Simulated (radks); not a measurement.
# Sb in [Kr] 4d10 5s2 5p2.5 5d0.5: an all-electron calculation

Wanted: eigenvalues, radial structure and energy terms of neutral antimony.

The numbers are computed with radks (a radial shooting solver on a logarithmic mesh, Libxc functionals) version 1 (Dirac Kohn-Sham, LDA (Slater exchange, Perdew-Zunger correlation), spin-unpolarised, spherical densities, point nucleus; open shells fill j = l - 1/2 first), except any that are marked as measured or tabulated.

## 1. Starting point

```
element       : antimony (Z = 51)
charge        : 0
electrons     : 51
configuration : [Kr] 4d10 5s2 5p2.5 5d0.5
```

## 2. Self-consistent calculation

Settings of this run:

```text
Z 51
configuration [Kr] 4d10 5s2 5p2.5 5d0.5 6s0 4f0 6p0 6d0
relativity Dirac
functional lda,pz
spin unpolarised
j_filling energy
nucleus point
c 137.035999084
```

On the command line:

```sh
$ python run_ks.py task.json out
```

All runs below come from this command, one after another.

Q: Predict the outcome of this run.

As calculated:

```
                        quantity                   value
                    total energy     -6477.92969 hartree
exchange-correlation share of it                  2.55 %
                            −T/E                  1.0550
          highest occupied level        5d3/2, -0.428 eV
    most extended occupied level  5d3/2, <r> = 11.9 bohr
 radius at density 0.001 e/bohr³               4.51 bohr
    maxima of the radial density                       5
```

The radial density shows 5 maxima for 5 occupied principal shells. Relativity lifts −T/E to 1.055. This is not the tabulated ground configuration, so its levels and sizes aren't those of the ground state, and no measured value stands beside it.
